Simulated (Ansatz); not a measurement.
Write a Python script for Ansatz 0.2.0, Python API that makes a convergence test of the k-point mesh of C, space group Fmmm. Level of theory (first run): r2SCAN, PAW, cutoff 600 eV, 4×4×4 k-points, cold smearing of 0.1 eV. The script varies mesh: (4, 4, 4), (5, 5, 5), (7, 7, 7), (9, 9, 9), (11, 11, 11), (13, 13, 13).

Contents of `c.extxyz`:
```text
2
Lattice="0.0 2.127 3.348 1.228 0.0 3.348 1.228 2.127 0.0" Properties=species:S:1:pos:R:3 pbc="T T T"
C     1.22800000    0.70901418    3.34800000
C     1.22800000    3.54498582    3.34800000
```

`kconv_c.py`
```python
"""Convergence of C with the k-point mesh."""

import ansatz as az

FUNCTIONAL = "r2SCAN"
CUTOFF = 600

crystal = az.Crystal.from_extxyz("c.extxyz")

setup = (
    crystal.calculation()
    .functional(FUNCTIONAL)
    .basis(CUTOFF)
    .occupations(az.OccupationsMethod.COLD, width=100 * az.meV)
)

rows = []
for value in [(4, 4, 4), (5, 5, 5), (7, 7, 7), (9, 9, 9), (11, 11, 11), (13, 13, 13)]:
    summary = setup.kpoints(*value).run(threads=1, backend="cpu").report
    rows.append((value, summary["free_energy_ev"] / len(summary["lattice"]["sites"]), summary["n_iterations"], summary["n_kpoints"]))

print("        mesh   F/atom (eV)    iterations      k-points")
for row in rows:
    print(f"{str(row[0]):>12s}  {row[1]:12.5f}  {row[2]:12d}  {row[3]:12d}")

# the last row is the reference
for row in rows[:-1]:
    shift = 1000 * (row[1] - rows[-1][1])
    print(f"{row[0]}: {shift:+.2f} meV/atom" + ("  (within 1 meV)" if abs(shift) < 1 else ""))
```

Output of `python kconv_c.py`:
```text
RunWarning: on these k-points the computed levels leave a gap of 0.1613 eV at the electron count, 1.6 widths of the cold smearing (0.1000 eV); against the step filling of these same bands (every [...]
        mesh   F/atom (eV)    iterations      k-points
   (4, 4, 4)    -251.68152             6            18
   (5, 5, 5)    -251.65523             6            27
   (7, 7, 7)    -251.67154             6            64
   (9, 9, 9)    -251.66229             6           125
(11, 11, 11)    -251.66627             6           216
(13, 13, 13)    -251.66636             8           343
(4, 4, 4): -15.16 meV/atom
(5, 5, 5): +11.12 meV/atom
(7, 7, 7): -5.19 meV/atom
(9, 9, 9): +4.06 meV/atom
(11, 11, 11): +0.09 meV/atom  (within 1 meV)
```
(Warnings from the package without file and line, shortened.)

From 11×11×11 on it stays within 1 meV an atom of the value at 13×13×13; the first row (4×4×4) is off by 15.2 meV and the last but one by 0.09 meV. That rests on few rows after larger swings, so the series isn't shown to be converged. It goes up and down, since the sum over k-points isn't variational.

Notes:
- Cold and Methfessel-Paxton smearing aren't meant for a gap as narrow as their width.
- This isn't the structure that C takes at ambient conditions.
- Shifts are counted from the finest mesh, which is itself no proven limit.
- The whole script took 34 s on 1 thread of Intel(R) Xeon(R) Platinum 8259CL CPU @ 2.50GHz (Skylake/Cascade Lake), on a shared host, peak memory 0.49 GiB.
